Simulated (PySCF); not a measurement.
**A gas-phase reaction: BrCu + ClH → ClCu + BrH**

Wanted: the reaction energy for `[Cu][Br]` + `Cl` → `[Cl][Cu]` + `Br`.

Programs: PySCF 2.14.0. All values are calculated, for the isolated system unless a continuum is named. Atoms count from 0, parts from 1.

## (1) Starting point

Each species was relaxed by itself at PBE0-D3(BJ)/def2-SVPD.

## (2) Reaction energy: wB97M-D3(BJ)/def2-TZVPD

Job settings and geometry (Å):

```
{"job": {"kind": "react", "xc": "wB97M-D3(BJ)", "basis": "def2-TZVPD"}, "charge": 0, "multiplicity": 1}
-1 BrCu charge 0 multiplicity 1
Cu    -0.131670    -0.871640    -0.665830
Br     0.134960     0.871620     0.665750

-1 ClH charge 0 multiplicity 1
Cl     0.644550     0.015460     0.000750
H     -0.643330    -0.014340     0.000600

+1 ClCu charge 0 multiplicity 1
Cl    -0.110720    -0.825690    -0.630230
Cu     0.138000     0.826660     0.631160

+1 BrH charge 0 multiplicity 1
Br     0.714890     0.014300    -0.000510
H     -0.708550    -0.015590    -0.000660
```

With the program's defaults for keys left out, this is: wB97M-D3(BJ)/def2-TZVPD reaction energy of separated species, gas phase.

Launch:

```sh
> OMP_NUM_THREADS=1 python cluster_run.py task.json out
```

One launch serves the whole session: the jobs run in the order shown.

Standard output:

```text
species 1 (BrCu)
coarse grid: 14776 points
cycle   1  E = -4214.3793245047  dE = -1.079e+00  |g| = 2.139e+00  |ddm| = 1.388e+00
cycle   2  E = -4213.6859146939  dE =  6.934e-01  |g| = 3.793e+00  |ddm| = 1.860e+00
cycle   3  E = -4214.7531256984  dE = -1.067e+00  |g| = 2.172e-01  |ddm| = 1.058e+00
cycle   4  E = -4214.7584790767  dE = -5.353e-03  |g| = 3.133e-02  |ddm| = 1.523e-01
cycle   5  E = -4214.7586926256  dE = -2.135e-04  |g| = 7.022e-03  |ddm| = 2.656e-02
cycle   6  E = -4214.7587373738  dE = -4.475e-05  |g| = 3.094e-03  |ddm| = 1.700e-02
cycle   7  E = -4214.7587515829  dE = -1.421e-05  |g| = 2.103e-03  |ddm| = 1.137e-02
cycle   8  E = -4214.7587541789  dE = -2.596e-06  |g| = 6.571e-04  |ddm| = 4.866e-03
final grid: 26112 points
cycle   9  E = -4214.7587056933  dE = -6.678e-07  |g| = 7.458e-04  |ddm| = 1.891e-03
cycle  10  E = -4214.7587058136  dE = -1.203e-07  |g| = 1.550e-03  |ddm| = 1.271e-03
cycle  11  E = -4214.7587060093  dE = -1.957e-07  |g| = 2.402e-04  |ddm| = 4.191e-04
cycle  12  E = -4214.7587061382  dE = -1.289e-07  |g| = 1.726e-04  |ddm| = 1.126e-03
cycle  13  E = -4214.7587061774  dE = -3.924e-08  |g| = 3.198e-05  |ddm| = 8.448e-04
cycle  14  E = -4214.7587061794  dE = -1.929e-09  |g| = 4.094e-06  |ddm| = 2.132e-04
cycle  15  E = -4214.7587061794  dE = -5.002e-11  |g| = 1.701e-06  |ddm| = 1.523e-05
converged SCF energy = -4214.7587061794

species 2 (ClH)
coarse grid: 8792 points
cycle   1  E = -460.8503329847  dE = -8.165e-02  |g| = 2.169e-01  |ddm| = 7.239e-01
cycle   2  E = -460.8625126493  dE = -1.218e-02  |g| = 1.397e-01  |ddm| = 2.651e-01
cycle   3  E = -460.8670521668  dE = -4.540e-03  |g| = 1.358e-02  |ddm| = 9.818e-02
cycle   4  E = -460.8670932507  dE = -4.108e-05  |g| = 3.364e-03  |ddm| = 9.545e-03
cycle   5  E = -460.8670994994  dE = -6.249e-06  |g| = 8.516e-04  |ddm| = 3.915e-03
final grid: 17120 points
cycle   6  E = -460.8670681123  dE = -3.714e-07  |g| = 3.675e-04  |ddm| = 8.883e-04
cycle   7  E = -460.8670681586  dE = -4.625e-08  |g| = 1.617e-04  |ddm| = 3.980e-04
cycle   8  E = -460.8670681651  dE = -6.571e-09  |g| = 4.219e-05  |ddm| = 1.294e-04
cycle   9  E = -460.8670681664  dE = -1.314e-09  |g| = 3.961e-06  |ddm| = 6.530e-05
cycle  10  E = -460.8670681664  dE = -3.922e-12  |g| = 8.161e-07  |ddm| = 3.307e-06
converged SCF energy = -460.8670681664

species 3 (ClCu)
coarse grid: 13760 points
cycle   1  E = -2100.4541179929  dE = -4.593e-02  |g| = 2.173e+00  |ddm| = 1.233e+00
cycle   2  E = -2099.7270189490  dE =  7.271e-01  |g| = 3.860e+00  |ddm| = 1.895e+00
cycle   3  E = -2100.8492267521  dE = -1.122e+00  |g| = 2.231e-01  |ddm| = 1.100e+00
cycle   4  E = -2100.8551821640  dE = -5.955e-03  |g| = 3.989e-02  |ddm| = 1.642e-01
cycle   5  E = -2100.8555039005  dE = -3.217e-04  |g| = 1.236e-02  |ddm| = 3.142e-02
cycle   6  E = -2100.8555710259  dE = -6.713e-05  |g| = 3.666e-03  |ddm| = 1.889e-02
cycle   7  E = -2100.8555910925  dE = -2.007e-05  |g| = 1.616e-03  |ddm| = 1.376e-02
cycle   8  E = -2100.8555936316  dE = -2.539e-06  |g| = 8.245e-04  |ddm| = 4.357e-03
final grid: 24784 points
cycle   9  E = -2100.8555091635  dE = -6.192e-07  |g| = 1.208e-03  |ddm| = 1.980e-03
cycle  10  E = -2100.8555090628  dE =  1.006e-07  |g| = 2.699e-03  |ddm| = 1.548e-03
cycle  11  E = -2100.8555096097  dE = -5.469e-07  |g| = 2.976e-04  |ddm| = 6.493e-04
cycle  12  E = -2100.8555097912  dE = -1.815e-07  |g| = 1.254e-04  |ddm| = 1.495e-03
cycle  13  E = -2100.8555098247  dE = -3.343e-08  |g| = 1.987e-05  |ddm| = 8.392e-04
cycle  14  E = -2100.8555098252  dE = -5.375e-10  |g| = 2.857e-06  |ddm| = 9.874e-05
converged SCF energy = -2100.8555098252

species 4 (BrH)
coarse grid: 9808 points
cycle   1  E = -2574.7444816365  dE = -1.115e+00  |g| = 2.814e-01  |ddm| = 9.887e-01
cycle   2  E = -2574.7574488089  dE = -1.297e-02  |g| = 1.487e-01  |ddm| = 2.655e-01
cycle   3  E = -2574.7608846419  dE = -3.436e-03  |g| = 8.657e-03  |ddm| = 8.708e-02
cycle   4  E = -2574.7609220075  dE = -3.737e-05  |g| = 2.523e-03  |ddm| = 1.268e-02
cycle   5  E = -2574.7609264380  dE = -4.431e-06  |g| = 6.497e-04  |ddm| = 4.934e-03
final grid: 18448 points
cycle   6  E = -2574.7609110339  dE = -1.921e-07  |g| = 3.886e-04  |ddm| = 9.250e-04
cycle   7  E = -2574.7609110615  dE = -2.763e-08  |g| = 2.732e-04  |ddm| = 3.939e-04
cycle   8  E = -2574.7609110686  dE = -7.086e-09  |g| = 3.377e-05  |ddm| = 1.360e-04
cycle   9  E = -2574.7609110696  dE = -1.020e-09  |g| = 1.120e-05  |ddm| = 6.288e-05
cycle  10  E = -2574.7609110697  dE = -5.275e-11  |g| = 1.705e-06  |ddm| = 1.294e-05
converged SCF energy = -2574.7609110697

Reaction energy = 5.845 kcal/mol
```

Wall time 12 s (1 thread of Arm Neoverse N1, shared host); peak memory 0.4 GiB.

Species by species (with the dispersion term, which the log's SCF energies lack):

```csv
ν,species,energy (Eh),HOMO (eV)
-1,[Cu][Br],-4214.75967,-9.53
-1,Cl,-460.86761,-11.93
+1,[Cl][Cu],-2100.85649,-9.90
+1,Br,-2574.76148,-11.15
```

## (3) Reaction energy: PBE0-D3(BJ)/def2-TZVPD

Same as in step 2 but for these lines:

```diff
@@ -1,2 +1,2 @@
-{"job": {"kind": "react", "xc": "wB97M-D3(BJ)", "basis": "def2-TZVPD"}, "charge": 0, "multiplicity": 1}
+{"job": {"kind": "react", "xc": "PBE0", "basis": "def2-TZVPD", "disp": "d3bj"}, "charge": 0, "multiplicity": 1}
 -1 BrCu charge 0 multiplicity 1
```

Method: PBE0-D3(BJ)/def2-TZVPD reaction energy of separated species, gas phase.

Standard output:

```text
species 1 (BrCu)
coarse grid: 14776 points
cycle   1  E = -4213.0385828139  dE = -2.572e-01  |g| = 3.534e+00  |ddm| = 1.685e+00
cycle   2  E = -4209.0330422015  dE =  4.006e+00  |g| = 6.848e+00  |ddm| = 5.259e+00
cycle   3  E = -4214.0408249617  dE = -5.008e+00  |g| = 1.069e+00  |ddm| = 4.861e+00
cycle   4  E = -4214.0153732088  dE =  2.545e-02  |g| = 7.847e-01  |ddm| = 1.437e+00
cycle   5  E = -4214.1789861628  dE = -1.636e-01  |g| = 4.417e-02  |ddm| = 9.066e-01
cycle   6  E = -4214.1793584619  dE = -3.723e-04  |g| = 1.465e-02  |ddm| = 5.917e-02
cycle   7  E = -4214.1794105848  dE = -5.212e-05  |g| = 5.317e-03  |ddm| = 1.761e-02
cycle   8  E = -4214.1794230109  dE = -1.243e-05  |g| = 2.240e-03  |ddm| = 8.192e-03
cycle   9  E = -4214.1794245614  dE = -1.550e-06  |g| = 1.329e-03  |ddm| = 4.708e-03
final grid: 26112 points
cycle  10  E = -4214.1794468029  dE =  6.189e-07  |g| = 3.548e-03  |ddm| = 1.883e-03
cycle  11  E = -4214.1794403642  dE =  6.439e-06  |g| = 9.812e-03  |ddm| = 3.689e-03
cycle  12  E = -4214.1794478089  dE = -7.445e-06  |g| = 1.032e-04  |ddm| = 2.654e-03
cycle  13  E = -4214.1794478106  dE = -1.772e-09  |g| = 5.747e-05  |ddm| = 9.697e-05
cycle  14  E = -4214.1794478116  dE = -9.431e-10  |g| = 6.084e-06  |ddm| = 1.176e-04
converged SCF energy = -4214.1794478116

species 2 (ClH)
coarse grid: 2248 points
cycle   1  E = -460.6537828919  dE = -4.644e-02  |g| = 1.882e-01  |ddm| = 7.411e-01
cycle   2  E = -460.6558515576  dE = -2.069e-03  |g| = 1.902e-01  |ddm| = 3.151e-01
cycle   3  E = -460.6653807307  dE = -9.529e-03  |g| = 1.506e-02  |ddm| = 1.513e-01
cycle   4  E = -460.6654027880  dE = -2.206e-05  |g| = 2.693e-03  |ddm| = 7.323e-03
cycle   5  E = -460.6654043358  dE = -1.548e-06  |g| = 1.111e-03  |ddm| = 2.553e-03
final grid: 17120 points
cycle   6  E = -460.6658902353  dE = -4.428e-06  |g| = 2.164e-03  |ddm| = 7.330e-03
cycle   7  E = -460.6658902646  dE = -2.933e-08  |g| = 1.795e-03  |ddm| = 2.512e-03
cycle   8  E = -460.6658908828  dE = -6.182e-07  |g| = 1.533e-04  |ddm| = 1.363e-03
cycle   9  E = -460.6658908897  dE = -6.897e-09  |g| = 2.145e-05  |ddm| = 1.086e-04
cycle  10  E = -460.6658908898  dE = -1.008e-10  |g| = 4.935e-06  |ddm| = 1.680e-05
converged SCF energy = -460.6658908898

species 3 (ClCu)
coarse grid: 13760 points
cycle   1  E = -2099.1357851083  dE =  8.592e-01  |g| = 3.651e+00  |ddm| = 1.548e+00
cycle   2  E = -2094.6161243312  dE =  4.520e+00  |g| = 7.133e+00  |ddm| = 5.289e+00
cycle   3  E = -2100.1986832624  dE = -5.583e+00  |g| = 1.213e+00  |ddm| = 4.901e+00
cycle   4  E = -2100.1211724721  dE =  7.751e-02  |g| = 9.270e-01  |ddm| = 1.549e+00
cycle   5  E = -2100.3752984834  dE = -2.541e-01  |g| = 6.245e-02  |ddm| = 1.065e+00
cycle   6  E = -2100.3759338542  dE = -6.354e-04  |g| = 1.871e-02  |ddm| = 5.251e-02
cycle   7  E = -2100.3760130426  dE = -7.919e-05  |g| = 6.891e-03  |ddm| = 2.010e-02
cycle   8  E = -2100.3760274636  dE = -1.442e-05  |g| = 2.443e-03  |ddm| = 8.318e-03
cycle   9  E = -2100.3760292313  dE = -1.768e-06  |g| = 1.410e-03  |ddm| = 4.293e-03
final grid: 24784 points
cycle  10  E = -2100.3760287022  dE =  8.307e-07  |g| = 3.764e-03  |ddm| = 1.833e-03
cycle  11  E = -2100.3760212261  dE =  7.476e-06  |g| = 1.052e-02  |ddm| = 3.956e-03
cycle  12  E = -2100.3760298566  dE = -8.630e-06  |g| = 1.261e-04  |ddm| = 2.794e-03
cycle  13  E = -2100.3760298598  dE = -3.184e-09  |g| = 5.885e-05  |ddm| = 1.647e-04
cycle  14  E = -2100.3760298610  dE = -1.212e-09  |g| = 6.061e-06  |ddm| = 1.158e-04
cycle  15  E = -2100.3760298611  dE = -3.911e-11  |g| = 1.484e-06  |ddm| = 2.498e-05
converged SCF energy = -2100.3760298611

species 4 (BrH)
coarse grid: 9808 points
cycle   1  E = -2574.4494534749  dE = -1.081e+00  |g| = 2.724e-01  |ddm| = 1.042e+00
cycle   2  E = -2574.4540917489  dE = -4.638e-03  |g| = 1.699e-01  |ddm| = 2.601e-01
cycle   3  E = -2574.4588662147  dE = -4.774e-03  |g| = 3.007e-02  |ddm| = 1.194e-01
cycle   4  E = -2574.4590977073  dE = -2.315e-04  |g| = 4.156e-03  |ddm| = 2.212e-02
cycle   5  E = -2574.4591017098  dE = -4.003e-06  |g| = 1.311e-03  |ddm| = 4.270e-03
final grid: 18448 points
cycle   6  E = -2574.4591027809  dE = -7.033e-08  |g| = 1.375e-03  |ddm| = 2.024e-03
cycle   7  E = -2574.4591027952  dE = -1.434e-08  |g| = 1.399e-03  |ddm| = 1.791e-03
cycle   8  E = -2574.4591030162  dE = -2.209e-07  |g| = 5.149e-05  |ddm| = 8.398e-04
cycle   9  E = -2574.4591030168  dE = -6.603e-10  |g| = 1.027e-05  |ddm| = 4.413e-05
converged SCF energy = -2574.4591030168

Reaction energy = 6.459 kcal/mol
```

It took 6.9 s on 1 thread of Arm Neoverse N1, shared host; peak memory 0.4 GiB.

Reaction energy at this level: 6.46 kcal/mol.

## (4) Reaction energy: MP2/def2-TZVPD

Same as in step 3 but for these lines:

```diff
@@ -1,2 +1,2 @@
-{"job": {"kind": "react", "xc": "PBE0", "basis": "def2-TZVPD", "disp": "d3bj"}, "charge": 0, "multiplicity": 1}
+{"job": {"kind": "react", "xc": "MP2", "basis": "def2-TZVPD"}, "charge": 0, "multiplicity": 1}
 -1 BrCu charge 0 multiplicity 1
```

Level: MP2/def2-TZVPD reaction energy of separated species, gas phase.

Standard output:

```text
species 1 (BrCu)
final grid: 26112 points
cycle   1  E = -4211.3136221683  dE = -1.364e+00  |g| = 9.899e-01  |ddm| = 1.203e+00
cycle   2  E = -4211.2837445462  dE =  2.988e-02  |g| = 1.320e+00  |ddm| = 7.417e-01
cycle   3  E = -4211.4075763579  dE = -1.238e-01  |g| = 5.298e-02  |ddm| = 3.250e-01
cycle   4  E = -4211.4082523645  dE = -6.760e-04  |g| = 1.582e-02  |ddm| = 5.996e-02
cycle   5  E = -4211.4083506627  dE = -9.830e-05  |g| = 7.330e-03  |ddm| = 2.215e-02
cycle   6  E = -4211.4083776299  dE = -2.697e-05  |g| = 2.727e-03  |ddm| = 1.322e-02
cycle   7  E = -4211.4083835050  dE = -5.875e-06  |g| = 6.410e-04  |ddm| = 8.026e-03
cycle   8  E = -4211.4083839990  dE = -4.940e-07  |g| = 3.022e-04  |ddm| = 1.710e-03
cycle   9  E = -4211.4083841477  dE = -1.487e-07  |g| = 1.358e-04  |ddm| = 1.052e-03
cycle  10  E = -4211.4083841781  dE = -3.039e-08  |g| = 3.639e-05  |ddm| = 5.896e-04
cycle  11  E = -4211.4083841802  dE = -2.122e-09  |g| = 1.744e-05  |ddm| = 1.626e-04
cycle  12  E = -4211.4083841805  dE = -2.337e-10  |g| = 2.952e-06  |ddm| = 5.403e-05
converged SCF energy = -4211.4083841805

species 2 (ClH)
final grid: 17120 points
cycle   1  E = -460.0817347211  dE = -1.009e-01  |g| = 2.132e-01  |ddm| = 7.101e-01
cycle   2  E = -460.0969049171  dE = -1.517e-02  |g| = 8.401e-02  |ddm| = 2.053e-01
cycle   3  E = -460.0986383159  dE = -1.733e-03  |g| = 1.826e-02  |ddm| = 5.472e-02
cycle   4  E = -460.0988468839  dE = -2.086e-04  |g| = 6.315e-03  |ddm| = 1.638e-02
cycle   5  E = -460.0988768842  dE = -3.000e-05  |g| = 1.289e-03  |ddm| = 7.398e-03
cycle   6  E = -460.0988781003  dE = -1.216e-06  |g| = 2.808e-04  |ddm| = 1.659e-03
cycle   7  E = -460.0988781536  dE = -5.326e-08  |g| = 4.150e-05  |ddm| = 4.895e-04
cycle   8  E = -460.0988781543  dE = -7.327e-10  |g| = 7.806e-06  |ddm| = 6.177e-05
converged SCF energy = -460.0988781543

species 3 (ClCu)
final grid: 24784 points
cycle   1  E = -2098.3928436069  dE = -3.431e-01  |g| = 1.001e+00  |ddm| = 1.047e+00
cycle   2  E = -2098.3684723766  dE =  2.437e-02  |g| = 1.318e+00  |ddm| = 7.409e-01
cycle   3  E = -2098.4934362533  dE = -1.250e-01  |g| = 5.969e-02  |ddm| = 3.250e-01
cycle   4  E = -2098.4943422056  dE = -9.060e-04  |g| = 1.708e-02  |ddm| = 6.622e-02
cycle   5  E = -2098.4944760428  dE = -1.338e-04  |g| = 8.074e-03  |ddm| = 2.671e-02
cycle   6  E = -2098.4945155321  dE = -3.949e-05  |g| = 2.262e-03  |ddm| = 1.945e-02
cycle   7  E = -2098.4945202014  dE = -4.669e-06  |g| = 7.641e-04  |ddm| = 6.457e-03
cycle   8  E = -2098.4945212325  dE = -1.031e-06  |g| = 3.160e-04  |ddm| = 2.817e-03
cycle   9  E = -2098.4945214359  dE = -2.034e-07  |g| = 9.871e-05  |ddm| = 1.514e-03
cycle  10  E = -2098.4945214485  dE = -1.260e-08  |g| = 3.062e-05  |ddm| = 3.907e-04
cycle  11  E = -2098.4945214495  dE = -1.005e-09  |g| = 1.344e-05  |ddm| = 1.099e-04
cycle  12  E = -2098.4945214496  dE = -1.046e-10  |g| = 2.534e-06  |ddm| = 3.079e-05
converged SCF energy = -2098.4945214496

species 4 (BrH)
final grid: 18448 points
cycle   1  E = -2572.9852621266  dE = -1.144e+00  |g| = 2.202e-01  |ddm| = 9.639e-01
cycle   2  E = -2572.9999185560  dE = -1.466e-02  |g| = 7.760e-02  |ddm| = 2.157e-01
cycle   3  E = -2573.0014423380  dE = -1.524e-03  |g| = 1.588e-02  |ddm| = 5.815e-02
cycle   4  E = -2573.0016142385  dE = -1.719e-04  |g| = 5.005e-03  |ddm| = 1.886e-02
cycle   5  E = -2573.0016333644  dE = -1.913e-05  |g| = 1.691e-03  |ddm| = 6.805e-03
cycle   6  E = -2573.0016347675  dE = -1.403e-06  |g| = 3.418e-04  |ddm| = 2.059e-03
cycle   7  E = -2573.0016348411  dE = -7.364e-08  |g| = 5.979e-05  |ddm| = 6.414e-04
cycle   8  E = -2573.0016348425  dE = -1.423e-09  |g| = 8.468e-06  |ddm| = 8.660e-05
cycle   9  E = -2573.0016348426  dE = -4.593e-11  |g| = 1.310e-06  |ddm| = 1.889e-05
converged SCF energy = -2573.0016348426

Reaction energy = 5.686 kcal/mol
```

It took 3.8 s on 1 thread of Arm Neoverse N1, shared host; peak memory 0.41 GiB.

Reaction energy at this level: 5.69 kcal/mol.

## (5) Side by side

Energies in kcal/mol, with wall time:

```csv
run,reaction,time
wB97M-D3(BJ)/def2-TZVPD,5.84,12 s
PBE0-D3(BJ)/def2-TZVPD,6.46,6.9 s
MP2/def2-TZVPD,5.69,3.8 s
```

## (6) Results

| quantity | value |
| --- | --- |
| reaction energy (wB97M-D3(BJ)/def2-TZVPD) | 5.84 kcal/mol |
| ΔH, ΔG at 298 K (xTB thermal terms) | +5.6, +5.5 kcal/mol |
| range of the reaction energy over the runs of this table | 5.69 to 6.46 kcal/mol |

In words: The reaction is endothermic by 5.6 kcal/mol in the gas phase; dispersion gives -0.02, and xTB itself gave 13.47 for the electronic energy (xTB energies and thermal terms come from the earlier relaxation of each species, not shown). No barrier was sought. The reaction energy runs from 5.69 (MP2/def2-TZVPD) to 6.46 kcal/mol (PBE0-D3(BJ)/def2-TZVPD).
